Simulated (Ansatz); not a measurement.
Relaxation of a periodic cell of 17 atoms, Si16N (host Si, host structure diamond, interstitial N), to a largest force component of 0.08 eV/Å in at most 25 steps.

Method: DFT PBE, scalar-relativistic, plane waves, PAW (Ansatz). Settings: accuracy low, PAW set soft_1, cutoff 420 eV, k mesh 2x2x2, fermi-dirac smearing 0.05 eV, spin collinear.

```xyz
17
Lattice="0.0000 5.4300 5.4300 5.4300 0.0000 5.4300 5.4300 5.4300 0.0000" Properties=species:S:1:pos:R:3
Si 0.000 0.000 0.000
Si 1.357 1.357 1.357
Si 2.715 2.715 0.000
Si 4.072 4.072 1.357
Si 2.715 0.000 2.715
Si 4.072 1.357 4.072
Si 5.430 2.715 2.715
Si 6.787 4.072 4.072
Si 0.000 2.715 2.715
Si 1.357 4.072 4.072
Si 2.715 5.430 2.715
Si 4.072 6.787 4.072
Si 2.715 2.715 5.430
Si 4.072 4.072 6.787
Si 5.430 5.430 5.430
Si 6.787 6.787 6.787
N 2.048 4.716 6.103
```

Where does it end, and by what steps?

The run converged. Limits of this set-up: coarse k mesh, a small cell, in which the defect meets its images, low accuracy level. After 13 steps the energy has fallen by 1.466 eV; N17 moved furthest, 1.08 Å. Parted: Si13–Si14 (2.35 → 3.01 Å).

```
step  energy less start (eV)  largest force component (eV/Å)  accepted
   0                  0.0000                           0.449       yes
   1                 -0.0779                           0.230       yes
   2                 -0.1091                           0.370       yes
   3                 -0.2097                           0.813       yes
   4                 -0.5740                           0.860       yes
   5                 -0.8249                           2.454       yes
   6                 -1.1291                           0.577       yes
   7                 -1.2689                           0.374       yes
   8                 -1.3484                           0.246       yes
   9                 -1.3919                           0.251       yes
  10                 -1.4215                           0.211       yes
  11                 -1.4552                           0.320       yes
  12                 -1.4493                           0.360        no
  13                 -1.4664                           0.050       yes
```

```xyz
17
Lattice="0.0000 5.4300 5.4300 5.4300 0.0000 5.4300 5.4300 5.4300 0.0000" Properties=species:S:1:pos:R:3
Si -0.002 0.180 0.129
Si 1.301 1.593 1.492
Si 2.694 2.805 0.034
Si 4.096 4.133 1.368
Si 2.681 0.220 2.804
Si 4.265 1.425 4.007
Si 5.560 2.785 2.609
Si 6.810 4.144 4.058
Si -0.092 2.982 2.791
Si 1.442 4.264 4.324
Si 2.776 5.435 2.806
Si 4.075 6.916 4.087
Si 2.447 2.151 5.160
Si 3.834 4.293 6.749
Si 5.315 5.394 5.372
Si 6.696 6.529 6.838
N 2.450 3.766 5.773
```

Whether the end is a true minimum wasn't checked by a vibrational analysis.

Run time: 3.4 min on 1 thread of Arm Neoverse V1 (shared host), peak memory 0.66 GiB.
